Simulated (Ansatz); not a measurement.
# Alloy of GaAs and GaSb (20 of 32 As sites exchanged), 64 atoms

Wanted: the relaxed alloy cell and its gap (PBEsol).

Program: Ansatz 0.2.0, PAW, plane waves. These are calculated values, not measurements.

## 1. Starting point

64 atoms (32 Ga, 20 Sb, 12 As); a = 11.882 Å, b = 11.882 Å, c = 11.882 Å, α = 90.00°, β = 90.00°, γ = 90.00°. All atoms were shaken off their sites by about 0.02 Å along each axis; atoms next to an added one may be pushed further to make room.

Plan of the steps: (2) PBEsol cell relaxation at the single k point (¼, ¼, ¼), on 1 × NVIDIA H100 80GB HBM3 with 4 threads of AMD EPYC 7R13.

## 2. Relaxing cell and atoms with PBEsol

Input file in.yaml:

```yaml
crystal:
  lattice:
    - [11.882208, 0.000000, 0.000000]
    - [0.000000, 11.882208, 0.000000]
    - [0.000000, 0.000000, 11.882208]
  atoms:
    - { symbol: Ga, position: [0.998573, 0.999589, 0.000938] }
    - { symbol: Ga, position: [0.000715, 0.997130, 0.502330] }
    - { symbol: Ga, position: [0.995510, 0.498299, 0.997127] }
    - { symbol: Ga, position: [0.998126, 0.497374, 0.503045] }
    - { symbol: Ga, position: [0.503254, 0.003435, 0.000132] }
    - { symbol: Ga, position: [0.499023, 0.002895, 0.501532] }
    - { symbol: Ga, position: [0.497597, 0.501271, 0.999023] }
    - { symbol: Ga, position: [0.499122, 0.499210, 0.498396] }
    - { symbol: Ga, position: [0.248519, 0.246494, 0.998394] }
    - { symbol: Ga, position: [0.251219, 0.251251, 0.500115] }
    - { symbol: Ga, position: [0.250507, 0.752694, 0.000746] }
    - { symbol: Ga, position: [0.251969, 0.748448, 0.501478] }
    - { symbol: Ga, position: [0.749427, 0.251066, 0.998997] }
    - { symbol: Ga, position: [0.750801, 0.251573, 0.499609] }
    - { symbol: Ga, position: [0.752422, 0.749844, 0.999024] }
    - { symbol: Ga, position: [0.750104, 0.749643, 0.501081] }
    - { symbol: Ga, position: [0.249938, 0.998335, 0.249795] }
    - { symbol: Ga, position: [0.250800, 0.001893, 0.750170] }
    - { symbol: Ga, position: [0.251102, 0.498832, 0.249695] }
    - { symbol: Ga, position: [0.248809, 0.499635, 0.748240] }
    - { symbol: Ga, position: [0.750588, 0.998886, 0.249155] }
    - { symbol: Ga, position: [0.750830, 0.002763, 0.749633] }
    - { symbol: Ga, position: [0.748938, 0.495637, 0.251594] }
    - { symbol: Ga, position: [0.749386, 0.500480, 0.748194] }
    - { symbol: Ga, position: [0.999054, 0.248522, 0.249695] }
    - { symbol: Ga, position: [0.002685, 0.250612, 0.750976] }
    - { symbol: Ga, position: [0.001553, 0.748034, 0.248903] }
    - { symbol: Ga, position: [0.997166, 0.750140, 0.750693] }
    - { symbol: Ga, position: [0.497361, 0.251517, 0.251840] }
    - { symbol: Ga, position: [0.499368, 0.250845, 0.748296] }
    - { symbol: Ga, position: [0.499400, 0.751980, 0.251526] }
    - { symbol: Ga, position: [0.498709, 0.753374, 0.748624] }
    - { symbol: Sb, position: [0.126125, 0.124089, 0.126406] }
    - { symbol: Sb, position: [0.123250, 0.626354, 0.125991] }
    - { symbol: Sb, position: [0.123872, 0.625082, 0.626406] }
    - { symbol: Sb, position: [0.624623, 0.127988, 0.623810] }
    - { symbol: Sb, position: [0.624580, 0.629079, 0.126285] }
    - { symbol: Sb, position: [0.625231, 0.625860, 0.624662] }
    - { symbol: Sb, position: [0.375331, 0.376473, 0.127190] }
    - { symbol: Sb, position: [0.376838, 0.873852, 0.624603] }
    - { symbol: Sb, position: [0.874017, 0.376800, 0.125648] }
    - { symbol: Sb, position: [0.875701, 0.375434, 0.624824] }
    - { symbol: Sb, position: [0.877630, 0.874665, 0.127358] }
    - { symbol: Sb, position: [0.376712, 0.122716, 0.372429] }
    - { symbol: Sb, position: [0.373067, 0.123140, 0.877946] }
    - { symbol: Sb, position: [0.373315, 0.626263, 0.373233] }
    - { symbol: Sb, position: [0.373231, 0.622800, 0.875432] }
    - { symbol: Sb, position: [0.875040, 0.127378, 0.375787] }
    - { symbol: Sb, position: [0.872718, 0.626673, 0.374972] }
    - { symbol: Sb, position: [0.122987, 0.374232, 0.377071] }
    - { symbol: Sb, position: [0.624560, 0.376166, 0.375712] }
    - { symbol: Sb, position: [0.623845, 0.373500, 0.874807] }
    - { symbol: As, position: [0.122740, 0.124085, 0.626338] }
    - { symbol: As, position: [0.624892, 0.122883, 0.124813] }
    - { symbol: As, position: [0.377060, 0.372380, 0.624975] }
    - { symbol: As, position: [0.373764, 0.874668, 0.126347] }
    - { symbol: As, position: [0.874435, 0.875361, 0.628937] }
    - { symbol: As, position: [0.871948, 0.124972, 0.874052] }
    - { symbol: As, position: [0.875905, 0.621798, 0.876290] }
    - { symbol: As, position: [0.124291, 0.374839, 0.875223] }
    - { symbol: As, position: [0.124330, 0.876977, 0.375832] }
    - { symbol: As, position: [0.126474, 0.876672, 0.876004] }
    - { symbol: As, position: [0.624448, 0.879406, 0.377618] }
    - { symbol: As, position: [0.625107, 0.875325, 0.875202] }
  symmetry: { detect: false }
kpoints:
  mp_grid: { grid: [1, 1, 1], shift: [0.25, 0.25, 0.25] }
hamiltonian:
  xc: pbesol
scf:
  occupations: { method: fermi_dirac, width: 0.01 }
relax:
  f_tol: 0.03
  max_steps: 80
  escape_saddle: false
  adjacent_minimum: "off"
  cell: { fix: [shape] }
output:
  forces: true
  eigenvalues: true
  populations: true
```

Command:

```bash
ansatz run in.yaml --threads 4 --pin off --max-ram 42750MiB --runs-dir r --events-out ev --progress --plain --backend cuda --devices 0, --max-vram 37GiB
```

What it wrote:

```text
Pseudopotentials: kind: paw
Functional definition: PBEsol
  exchange = pbesol_x
  correlation = pbesol_c
Crystal: 64 atoms, lattice volume = 1677.612 Å³
Basis set: ecut = 420 eV, 32795 PW (Γ), exchange–correlation on 160×160×160 points (8 copies of the dense FFT grid, shifted against one another)
Bands: 538, of which v1, the nominal top of the filled ones, is band 448 counted from 1 (447 counted from 0)
Symmetry: 1 space group operations
k-points: 1
Non-local potential: Ga, projectors of the file, l = 0: 2, l = 1: 2, l = 2: 3, l = 3: 1
Non-local potential: Sb, projectors of the file, l = 0: 2, l = 1: 2, l = 2: 2, l = 3: 2
Non-local potential: As, projectors of the file, l = 0: 2, l = 1: 2, l = 2: 3, l = 3: 1
PAW form: soft (Blöchl's): semilocal exchange-correlation on the pseudo side does not see the compensation charge
PAW frozen core: Ga, regenerated for the run's functional, and the local potential with it (the file was generated under x = pbe(κ = 0.804, μ = 0.2195149727645171), c = pbe(β = 0.06672455060314922))
PAW frozen core: Sb, regenerated for the run's functional, and the local potential with it (the file was generated under x = pbe(κ = 0.804, μ = 0.2195149727645171), c = pbe(β = 0.06672455060314922))
PAW frozen core: As, regenerated for the run's functional, and the local potential with it (the file was generated under x = pbe(κ = 0.804, μ = 0.2195149727645171), c = pbe(β = 0.06672455060314922))
PAW one-centre angular grid: Ga, 590 points (default); XC on 64 Gauss nodes
PAW one-centre angular grid: Sb, 590 points (default); XC on 64 Gauss nodes
PAW one-centre angular grid: As, 590 points (default); XC on 64 Gauss nodes
Initial density: superposition of atomic densities (neutral atoms: chi_scale 0, normalization atom), corrected by the library's trained network
Initial wavefunctions: pseudopotential atomic-orbital guess
Functional: x = pbesol(κ = 0.804, μ = 0.12345679012345678), c = pbesol(β = 0.046)
SCF iter   1: F=—  HF=-305709.090574 eV  |F-HF|=—  |Δ(HF+E_count)|=         —  Δρ=3.80e-3  dr2=3.35e-1  ethr=1.77e-3  ⟨swp⟩=6.0  Hψ=1954  notcnv=0  defer=1
preconditioner: auto → Resta (q_TF=auto, 2.458 Å⁻¹)  ε∞=3.5  [insulator: Δε(μ)=0.809 eV  Ē_g=13.875 eV  σ=0.010 eV  W_gap=1.00  n_scr=436 (ndim 8)  ℏωp=21.8 eV  f_vac=0.089  D(μ)=0.00/eV (n_scr^D=0)  ε∞_Penn≈3.5]
SCF iter   2: F=—  HF=-305708.959749 eV  |F-HF|=—  |Δ(HF+E_count)|=   1.31e-1  Δρ=1.96e-3  dr2=7.93e-2  ethr=3.74e-5  ⟨swp⟩=3.0  Hψ=897  notcnv=0  defer=85
SCF iter   3: F=—  HF=-305708.954808 eV  |F-HF|=—  |Δ(HF+E_count)|=   4.94e-3  Δρ=5.96e-4  dr2=1.54e-2  ethr=8.86e-6  ⟨swp⟩=3.0  Hψ=848  notcnv=0  defer=85
SCF iter   4: F=—  HF=-305708.957612 eV  |F-HF|=—  |Δ(HF+E_count)|=   2.80e-3  Δρ=2.27e-4  dr2=2.15e-3  ethr=1.72e-6  ⟨swp⟩=2.0  Hψ=905  notcnv=0  defer=85
SCF iter   5: F=—  HF=-305708.953111 eV  |F-HF|=—  |Δ(HF+E_count)|=   4.50e-3  Δρ=1.06e-4  dr2=3.29e-4  ethr=2.39e-7  ⟨swp⟩=2.0  Hψ=901  notcnv=0  defer=85
SCF iter   6: F=—  HF=-305708.953077 eV  |F-HF|=—  |Δ(HF+E_count)|=   3.46e-5  Δρ=4.31e-5  dr2=3.43e-5  ethr=3.67e-8  ⟨swp⟩=2.0  Hψ=901  notcnv=0  defer=85
SCF iter   7: F=—  HF=-305708.957394 eV  |F-HF|=—  |Δ(HF+E_count)|=   4.32e-3  Δρ=1.95e-5  dr2=6.65e-6  ethr=3.82e-9  ⟨swp⟩=2.0  Hψ=986  notcnv=0  defer=85
SCF iter   8: F=—  HF=-305708.957395 eV  |F-HF|=—  |Δ(HF+E_count)|=   9.69e-7  Δρ=5.22e-6  dr2=4.74e-7  ethr=7.42e-10  ⟨swp⟩=2.0  Hψ=901  notcnv=0  defer=85
SCF iter   9: F=—  HF=-305708.957395 eV  |F-HF|=—  |Δ(HF+E_count)|=   8.86e-7  Δρ=2.84e-6  dr2=1.25e-7  ethr=1.12e-11  ⟨swp⟩=11.0  Hψ=3118  notcnv=0
SCF iter  10: F=-305708.957395 eV  HF=-305708.957395 eV  |F-HF|=1.12e-8  |Δ(HF+E_count)|=   4.66e-8  Δρ=8.12e-7  dr2=1.48e-8  ethr=1.12e-11  ⟨swp⟩=4.0  Hψ=1885  notcnv=0
SCF 1 converged in 10 iterations: F = -305708.957395 eV  dr2 = 1.48e-8
relax step   1: F+E_penalty+E_count = -305708.95739544 eV  Δ(F+E_penalty+E_count) = +0.000e0 eV  max|allowed force component| = 1.415e0 eV/Å  Δτ_max = 0.0000 Å  P = +0.660 GPa  Ω = 1677.612 Å³  fix = [alpha, beta, gamma, b/a, c/a]  reactions: b/a -0.041, c/a +0.009 GPa; alpha +0.762, beta +0.903, gamma +0.918 GPa/rad  (10 SCF iters, dr2 threshold 1.00e-7 eV, accepted)
[... 14 lines left out ...]
relax step   2: F+E_penalty+E_count = -305711.24558471 eV  Δ(F+E_penalty+E_count) = -2.288e0 eV  max|allowed force component| = 2.877e-1 eV/Å  Δτ_max = 0.1949 Å  P = -0.526 GPa  Ω = 1694.872 Å³  energy of the carried Pulay correction = -3.536e-3 eV  fix = [alpha, beta, gamma, b/a, c/a]  reactions: b/a -0.026, c/a +0.016 GPa; alpha +0.732, beta +0.700, gamma +0.703 GPa/rad  (8 SCF iters, dr2 thresh [...]
[... 3 lines left out ...]
relax step   3: F+E_penalty+E_count = -305711.34630907 eV  Δ(F+E_penalty+E_count) = -1.007e-1 eV  max|allowed force component| = 5.107e-2 eV/Å  Δτ_max = 0.0439 Å  P = +0.051 GPa  Ω = 1677.963 Å³  energy of the carried Pulay correction = -7.240e-5 eV  fix = [alpha, beta, gamma, b/a, c/a]  reactions: b/a -0.021, c/a +0.013 GPa; alpha +0.747, beta +0.739, gamma +0.748 GPa/rad  (6 SCF iters, dr2 thres [...]
[... 10 lines left out ...]
relax step   4: F+E_penalty+E_count = -305711.34960174 eV  Δ(F+E_penalty+E_count) = -3.293e-3 eV  max|allowed force component| = 1.066e-2 eV/Å  Δτ_max = 0.0115 Å  P = +0.002 GPa  Ω = 1679.174 Å³  energy of the carried Pulay correction = -3.215e-4 eV  fix = [alpha, beta, gamma, b/a, c/a]  reactions: b/a -0.022, c/a +0.014 GPa; alpha +0.743, beta +0.737, gamma +0.746 GPa/rad  (6 SCF iters, dr2 thres [...]
[... 10 lines left out ...]
relax step   5: F+E_penalty+E_count = -305711.34960015 eV  Δ(F+E_penalty+E_count) = +1.581e-6 eV  max|allowed force component| = 1.066e-2 eV/Å  Δτ_max = 0.0000 Å  P = +0.002 GPa  Ω = 1679.174 Å³  fix = [alpha, beta, gamma, b/a, c/a]  reactions: b/a -0.022, c/a +0.014 GPa; alpha +0.743, beta +0.737, gamma +0.747 GPa/rad  stress off target by 1.55e-3 GPa on what of the cell is left free  SCF on the [...]
SCF converged after 6 iterations
Free energy (F): -305711.349600 eV
Harris-Foulkes:  -305711.349600 eV  (|F-HF|=1.16e-10)
Internal energy: -305711.349600 eV  (E = F + TS)
E sigma→0 (E₀):  -305711.349600 eV
Fermi energy:    7.976301 eV
--- Per-component energies (eV) ---
  E_band       = -9076.684398
  E_kinetic    = 9103.784443
  E_local      = -126102.391735  (includes V_loc(G=0)·N_el)
  E_nonlocal   = 12898.845010
  E_hartree    = 60029.842675
  E_xc         = -5882.033125
  E_vxc        = -4737.713549  (∫ρ·V_xc dr)
  E_paw        = -173908.126861  (= ΣΔE_a)
  E_vpaw       = -20298.891919  (= ΣTr[D̂ρ^β])
  E_aug_tail   = -0.003532  (compensation charges beyond the density's cutoff)
  E_ewald      = -81897.116050
  E_core_change = 45.849575  (= ΣΔE_core)
  E_smearing   = -0.000000  (= −TS)
  E_closure    = 0.000000  (closes the sum)
  Σ components = -305711.349600   (vs F -305711.349600, Δ=0.00e0)
--- Forces (eV/Å), atoms counted from 1 ---
  atom   1  Ga     0.00306372    -0.00146324     0.00356266
  atom   2  Ga    -0.00437328     0.00255391    -0.00310775
  atom   3  Ga     0.00186988     0.00014278    -0.00195919
  atom   4  Ga    -0.00066270    -0.00336574     0.00266223
  atom   5  Ga    -0.00531362    -0.00362599     0.00118582
  atom   6  Ga     0.00061047    -0.00161785    -0.00238691
  atom   7  Ga    -0.00418085     0.00240057     0.00023990
  atom   8  Ga     0.00046697    -0.00152879     0.00017134
  atom   9  Ga     0.00150057     0.00077788     0.00091458
  atom  10  Ga    -0.00539950    -0.00002602     0.00175458
  atom  11  Ga     0.00017160    -0.00003975    -0.00452936
  atom  12  Ga    -0.00183962     0.00077125    -0.00277882
  atom  13  Ga     0.00080365    -0.00089764    -0.00104548
  atom  14  Ga     0.00253532    -0.00068737     0.00127661
  atom  15  Ga    -0.00440818     0.00104262    -0.00041140
  atom  16  Ga    -0.00101138    -0.00140443     0.00027644
  atom  17  Ga     0.00080752     0.00165843    -0.00188411
  atom  18  Ga     0.00087934    -0.00353971     0.00501079
  atom  19  Ga     0.00237541     0.00170058    -0.00240562
  atom  20  Ga    -0.00200795     0.00166035     0.00443219
  atom  21  Ga     0.00311929    -0.00026706     0.00081107
  atom  22  Ga    -0.00187027     0.00123461    -0.00363501
  atom  23  Ga     0.00032747     0.00242897     0.00218560
  atom  24  Ga     0.00158448    -0.00108924    -0.00081409
  atom  25  Ga     0.00016376    -0.00197089     0.00312237
  atom  26  Ga    -0.00186302    -0.00384492    -0.00396605
  atom  27  Ga     0.00132128     0.00100967     0.00099096
  atom  28  Ga    -0.00087729    -0.00351031    -0.00452591
  atom  29  Ga     0.00035565    -0.00356528    -0.00132292
  atom  30  Ga     0.00362412    -0.00017041    -0.00049077
  atom  31  Ga    -0.00049942    -0.00030271    -0.00249734
  atom  32  Ga    -0.00131872     0.00179863     0.00042327
  atom  33  Sb     0.00095334    -0.00551448    -0.00179895
  atom  34  Sb    -0.00049259     0.00121376     0.00491466
  atom  35  Sb    -0.00155234    -0.00234603    -0.00131066
  atom  36  Sb    -0.00254531     0.00382267    -0.00303810
  atom  37  Sb    -0.00299593     0.00403159    -0.00624912
  atom  38  Sb     0.00227379    -0.00309839    -0.00339597
  atom  39  Sb    -0.00075830     0.00075368    -0.00182566
  atom  40  Sb     0.00223755    -0.00391611    -0.00328345
  atom  41  Sb    -0.00225669    -0.00038209     0.00474016
  atom  42  Sb    -0.00223230    -0.00187223    -0.00998148
  atom  43  Sb    -0.00129822    -0.00020096    -0.00381234
  atom  44  Sb     0.00988732     0.00048581     0.00180881
  atom  45  Sb    -0.00689644     0.00736444     0.00591938
  atom  46  Sb    -0.00453802     0.01065852    -0.00159419
  atom  47  Sb     0.00633244    -0.00045782     0.00422377
  atom  48  Sb     0.00690709     0.00727620    -0.00404612
  atom  49  Sb    -0.00036215    -0.00405978     0.00015466
  atom  50  Sb    -0.00719421    -0.00247143     0.00333926
  atom  51  Sb    -0.00185713     0.00127086     0.00285036
  atom  52  Sb     0.00237389    -0.00118135    -0.00417584
  atom  53  As     0.00115617     0.00192292     0.00433647
  atom  54  As     0.00344994    -0.00413511     0.00461513
  atom  55  As    -0.00007463    -0.00414482    -0.00025170
  atom  56  As     0.00065826    -0.00057420     0.00081906
  atom  57  As    -0.00096831    -0.00265446     0.00735316
  atom  58  As     0.00438166     0.00134782     0.00147734
  atom  59  As     0.00088390     0.00517063     0.00112870
  atom  60  As     0.00370434     0.00131546    -0.00116895
  atom  61  As     0.00209011    -0.00028479    -0.00128083
  atom  62  As    -0.00102867     0.00279013     0.00060263
  atom  63  As    -0.00292145     0.00131266     0.00092444
  atom  64  As     0.00272862     0.00029295     0.00674579
  max |Σ_I F_I| component: 1.05e-6 eV/Å
--- Stress (GPa, compression-positive) ---
        0.008889      -0.746729      -0.736946
       -0.746729      -0.020272      -0.743452
       -0.736946      -0.743452       0.016020
  P = ⅓ Tr σ = 0.0015 GPa (0.015 kbar)
--- Band table (eV) ---
  k-point 0: bands = [... 436 lower levels ..., "6.5849", "6.6020", "6.6299", "6.6582", "6.6826", "6.7843", "6.9075", "7.0684", "7.0971", "7.1633", "7.5589", "7.6348", "8.3178", "8.7299", "9.0026", "9.0252", "9.0377", "9.1797", "9.2632", "9.3010", "9.3528", "9.3682", "9.4001", "9.4631", ... 78 higher levels ...]
--- Relaxed structure (4 steps of the walk, 4 accepted, 1 SCFs on fresh bases) ---
  F+E_penalty+E_count = -305711.34960015 eV   max|allowed force component| = 1.066e-2 eV/Å   (the final SCF, on the basis selected at the relaxed cell)
  cell:  # Å, volume = 1679.1740 Å³
    - [11.885895219785077, 7.59087391457157e-143, 7.736516211078144e-143]
    - [7.59087391457157e-143, 11.885895219785077, 1.1062673327041973e-143]
    - [7.736516211078144e-143, 1.1062673327041973e-143, 11.885895219785077]
  atoms:
    - { symbol: Ga, position: [0.9986667585165694, 0.9998565570478832, -0.011618120590715588] }
    - { symbol: Ga, position: [0.005011012481926096, 0.9953477551280566, 0.5084462081372497] }
[... 62 atoms left out ...]
--- Löwdin populations: 64 sites ---
  site symbol       q [e]
     0     Ga     13.1441
     1     Ga     13.0341
     2     Ga     13.1168
     3     Ga     13.3302
     4     Ga     13.0371
     5     Ga     13.2349
     6     Ga     13.3328
     7     Ga     13.2055
     8     Ga     13.2347
     9     Ga     13.1249
    10     Ga     13.1266
    11     Ga     13.2320
    12     Ga     13.1205
    13     Ga     13.3289
    14     Ga     13.1368
    15     Ga     13.1227
    16     Ga     13.1263
    17     Ga     13.1341
    18     Ga     13.3228
    19     Ga     13.1230
    20     Ga     13.1312
    21     Ga     13.0446
    22     Ga     13.3166
    23     Ga     13.2303
    24     Ga     13.3205
    25     Ga     13.0407
    26     Ga     13.2275
    27     Ga     13.0450
    28     Ga     13.2188
    29     Ga     13.2223
    30     Ga     13.1312
    31     Ga     13.2264
    32     Sb     14.6622
    33     Sb     14.6622
    34     Sb     14.6624
    35     Sb     14.6615
    36     Sb     14.6513
    37     Sb     14.6637
    38     Sb     14.6438
    39     Sb     14.6681
    40     Sb     14.6563
    41     Sb     14.6529
    42     Sb     14.6718
    43     Sb     14.6653
    44     Sb     14.6735
    45     Sb     14.6544
    46     Sb     14.6659
    47     Sb     14.6606
    48     Sb     14.6485
    49     Sb     14.6458
    50     Sb     14.6478
    51     Sb     14.6596
    52     As     14.9888
    53     As     14.9801
    54     As     14.9740
    55     As     14.9894
    56     As     14.9935
    57     As     14.9901
    58     As     14.9832
    59     As     14.9821
    60     As     14.9804
    61     As     14.9889
    62     As     14.9816
    63     As     14.9864
  spilling = 0.001429 (of n_electrons = 896.000000)
```

It took 16 s on 1 × NVIDIA H100 80GB HBM3 with 4 threads of AMD EPYC 7R13, shared host; peak host memory 1.7 GiB.

The walk (solves on a freshly chosen basis count as rows, and their energies jump a little):

```tsv
accepted step	energy change (eV)	largest force component (eV/Å)	SCF cycles	pressure (GPa)
1	0.000	1.415	10	0.66
2	-2.288	0.288	8	-0.53
3	-2.389	0.051	6	0.05
4	-2.392	0.011	6	0.00
5	-2.392	0.011	6	0.00
```

Largest shifts, less the median shift:

```tsv
atom	shift (Å)	dx	dy	dz
Ga13	0.215	0.007	-0.215	-0.008
Ga29	0.201	0.087	-0.134	-0.123
Ga16	0.182	-0.006	0.182	-0.003
Ga10	0.182	-0.030	-0.070	0.165
Ga24	0.166	0.095	0.080	0.110
Ga18	0.164	-0.161	-0.031	0.006
Ga8	0.163	-0.101	-0.041	0.121
Ga27	0.161	0.038	0.137	0.075
```

|  | before | after | change |
| --- | --- | --- | --- |
| a (Å) | 11.882 | 11.886 | +0.03 % |
| b (Å) | 11.882 | 11.886 | +0.03 % |
| c (Å) | 11.882 | 11.886 | +0.03 % |
| volume (Å³/atom) | 26.213 | 26.237 | +0.09 % |

Bonds in the relaxed cell, counted within a distance cut:

```tsv
pair	count	mean (Å)	spread (Å)	least	most
As–Ga	48	2.494	0.021	2.453	2.535
Ga–Sb	80	2.624	0.019	2.584	2.676
```

Top filled level 7.635 eV, lowest empty level 8.318 eV: 0.68 eV apart at the single k point (¼, ¼, ¼). This point lies off Γ, so the spacing can exceed the gap by much.

## 3. What came out

| level | time | top filled to lowest empty (eV) |
| --- | --- | --- |
| PBEsol, relaxation | 16 s (GPU) | 0.68 |

```
     quantity                                                                         value
   relaxation                                              5 recorded steps, 2.39 eV gained
largest shift                                                                 0.22 Å (Ga13)
 relaxed cell  a = 11.886 Å, b = 11.886 Å, c = 11.886 Å, α = 90.00°, β = 90.00°, γ = 90.00°
   mean bonds                                                    As–Ga 2.494, Ga–Sb 2.624 Å
```

**In words.** The relaxation lowers the energy by 2.39 eV; the largest shift is 0.22 Å (Ga13), while the volume changes by +0.1 %. Part of this undoes the random shake of the start. The mean lengths of the listed bonds run from As–Ga 2.49 Å to Ga–Sb 2.62 Å. Spin–orbit coupling is left out, which matters for the band edges of the heavier elements here. With one k point the spacing samples only the states that fold onto it, so it can exceed the gap over the zone.
